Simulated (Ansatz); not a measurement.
# AlH₅SiZn: taking an electron away

One table from this session's results is given with a row withheld; the runs are named, their logs left out.

Computed with Ansatz 0.2.0, Gaussian basis. Level: unrestricted cation, the program's frozen cores in correlated methods.

Plan: UKS PBE-D4/def2-TZVPP; UKS r2SCAN-D4/def2-TZVPP; UKS PBE0-D4/def2-TZVPP; UKS B3LYP-D4/def2-TZVPP; UKS wB97X-V/def2-TZVPP; UKS wB97M-V/def2-TZVPP; UKS B2PLYP (frozen core with 3s3p of Cu, Zn)/def2-TZVPP; UHF-CCSD(T) with 3s3p of Cu, Zn/def2-TZVPP; UHF-MP2 with 3s3p of Cu, Zn/def2-QZVPP; extrapolation to the limit; then −ε(HOMO) from the neutral's earlier runs with LDA (SPW92), PBE-D4, revPBE-D4, BLYP-D4, r2SCAN-D4, B97M-V, PBE0-D4, B3LYP-D4, r2SCANh-D4, r2SCAN0-D4, HSE06-D4, BHLYP-D4, CAM-B3LYP-D4, LC-ωPBE, ωB97X-V, ωB97M-V.

**Structure used throughout**

The geometry comes from an earlier relaxation with PBE0-D4 in a triple-zeta def2 set; it is a stationary point, not always the lowest conformer.

SMILES `[AlH2][SiH2][ZnH]`, 8 atoms, charge 0, spin multiplicity 1.

Atoms are counted from 1 here; the program's logs count them from 0.

Bond lengths: Al1–Si2 2.432 Å, Al1–H4 1.590 Å, Al1–H5 1.590 Å, Si2–Zn3 2.378 Å, Si2–H6 1.496 Å, Si2–H7 1.496 Å, Zn3–H8 1.557 Å. Angles: Si2–Al1–H4 120.5°, Si2–Al1–H5 120.6°, H4–Al1–H5 118.8°, Al1–Si2–Zn3 112.2°, Al1–Si2–H6 110.8°, Al1–Si2–H7 110.7°, Zn3–Si2–H6 108.0°, Zn3–Si2–H7 107.9°, H6–Si2–H7 107.0°, Si2–Zn3–H8 179.5°.

Set-up of the first run:

Contents of in.yaml:

```yaml
crystal:
  periodic: [false, false, false]
  atoms:
    - {symbol: Al, position_ang: [-1.131126, 0.925103, -1.101815]}
    - {symbol: Si, position_ang: [0.849698, 0.249039, 0.136232]}
    - {symbol: Zn, position_ang: [0.489410, -1.735794, 1.395074]}
    - {symbol: H, position_ang: [-1.411751, 0.342352, -2.554667]}
    - {symbol: H, position_ang: [-2.220191, 1.871787, -0.433461]}
    - {symbol: H, position_ang: [1.279180, 1.325116, 1.082032]}
    - {symbol: H, position_ang: [1.995213, 0.001743, -0.793270]}
    - {symbol: H, position_ang: [0.241766, -3.036445, 2.214077]}
basis:
  gaussian: {orbitals: def2-TZVPP}
total_charge: 1
magnetization: {spin_polarized: true, initial_magnetization: 1}
hamiltonian: {xc: pbe, dispersion: d4}
```

Among the steps run: Cation, UKS PBE-D4/def2-TZVPP; Cation, UKS r2SCAN-D4/def2-TZVPP; Cation, UKS PBE0-D4/def2-TZVPP; Cation, UKS B3LYP-D4/def2-TZVPP; Cation, UKS wB97X-V/def2-TZVPP; Cation, UKS wB97M-V/def2-TZVPP; Cation, UKS B2PLYP (frozen core with 3s3p of Cu, Zn)/def2-TZVPP; Cation, UHF-CCSD(T) with 3s3p of Cu, Zn/def2-TZVPP; Cation, UHF-MP2 with 3s3p of Cu, Zn/def2-QZVPP.

One table of the session follows, with a row left open; its other results are not shown here.

Orbital estimates, from the neutral's runs:

```
  functional  −ε(HOMO) (eV)
 LDA (SPW92)           6.12
      PBE-D4           6.01
   revPBE-D4           5.97
     BLYP-D4           5.85
   r2SCAN-D4           6.23
      B97M-V           6.30
     PBE0-D4           6.94
    B3LYP-D4           6.75
  r2SCANh-D4           6.57
  r2SCAN0-D4              ?
    HSE06-D4           6.55
    BHLYP-D4           7.74
CAM-B3LYP-D4           8.10
     LC-ωPBE           9.38
     ωB97X-V           9.06
     ωB97M-V           8.84
```

Q: Estimate the row for r2SCAN0-D4 from the others.

Worked estimate for «−ε(HOMO) (eV)». Against the share of exact exchange, r2SCAN-D4 (0, 6.23), r2SCANh-D4 (0.1, 6.57) give a slope of 3.40 per unit share; at 0.25 the line stands at 7.08.

As computed: −ε(HOMO) (eV): 7.08. In «−ε(HOMO) (eV)» the line misses by 0.00.
